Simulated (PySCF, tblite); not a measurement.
# C5H8F2Si: geometry, infrared bands and NMR shifts

What infrared bands and NMR shifts should C5H8F2Si (`FC(F)[C@H]1C=CC[SiH2]1`) show?

The runs use tblite 0.8.0 and PySCF 2.14.0, with density-fitted response routines of our own; the level of theory stands in each step. All values are computed, except where a source is named. Atoms count from 0, in the outputs and in this text.

**1. The molecule as given**

16 atoms, charge 0, multiplicity 1; geometry from: force field or distance geometry start.

Bonds of the start (Å): F0–C1 1.36, C1–F2 1.38, C1–C3 1.52, C3–C4 1.51, C4–C5 1.35, C5–C6 1.51, C6–Si7 1.92, Si7–C3 1.94, C1–H8 1.09, C3–H9 1.10, C4–H10 1.09, C5–H11 1.08, C6–H12 1.09, C6–H13 1.09, Si7–H14 1.48, Si7–H15 1.50.

**2. Optimising the geometry with GFN2-xTB**

What the job is given:

```
{"job": {"kind": "relax", "xc": "GFN2-xTB", "basis": "xTB"}, "charge": 0, "multiplicity": 1}
F      2.581600     1.154400    -1.029200
C      1.939800     0.025800    -0.631000
F      2.886200    -0.694300     0.068400
C      0.792800     0.391600     0.295900
C     -0.258500     1.263300    -0.354600
C     -1.535600     0.834000    -0.415200
C     -1.868000    -0.502800     0.191100
Si    -0.199500    -1.171900     0.871100
H      1.651800    -0.551100    -1.506700
H      1.168100     0.890500     1.202900
H      0.033800     2.225900    -0.774400
H     -2.319300     1.426900    -0.868000
H     -2.279500    -1.180100    -0.553400
H     -2.586200    -0.389800     1.005600
H      0.212100    -2.386400     0.127600
H     -0.227100    -1.327100     2.358400
```

The run is started by

```sh
$ OMP_NUM_THREADS=1 python probes_run.py task.json out
```

The driver reads the jobs from task.json and runs them one after another.

**Question.** This job is followed by: GFN2-xTB harmonic vibrations, gas phase; GIAO PBE0/pcSseg-1 NMR shielding, non-relativistic, gas phase. Predict these results of the whole session: strongest single infrared mode (GFN2-xTB); zero-point energy (GFN2-xTB); 13C shifts against TMS (PBE0/pcSseg-1); 1H shifts against TMS (PBE0/pcSseg-1); 19F shifts against CFCl3 (PBE0/pcSseg-1); 29Si shifts against TMS (PBE0/pcSseg-1); surface potential, 1st and 99th percentile.

The runs gave:

```
                                 quantity                                               value
strongest single infrared mode (GFN2-xTB)                               2281 cm⁻¹, 406 km/mol
             zero-point energy (GFN2-xTB)                                       71.8 kcal/mol
   13C shifts against TMS (PBE0/pcSseg-1)                 143.6, 136.8, 126.3, 42.4, 17.5 ppm
    1H shifts against TMS (PBE0/pcSseg-1)  6.32, 6.07, 5.80, 4.41, 4.35, 2.92, 1.81, 1.79 ppm
 19F shifts against CFCl3 (PBE0/pcSseg-1)                                  -124.0, -126.2 ppm
  29Si shifts against TMS (PBE0/pcSseg-1)                                           -34.7 ppm
    surface potential, 1st and 99th percentile                                  -0.99 V and 1.14 V
```

In words: The optimisation took 56 steps and gained 0.135 eV; among the close pairs (by a distance rule), Si7–H15 changed most, from 1.496 to 1.462 Å. All 42 modes are real, so the xTB geometry is a minimum. Unscaled tight-binding wavenumbers are off by several per cent, some by more. Its intensities can rank the bands wrongly.
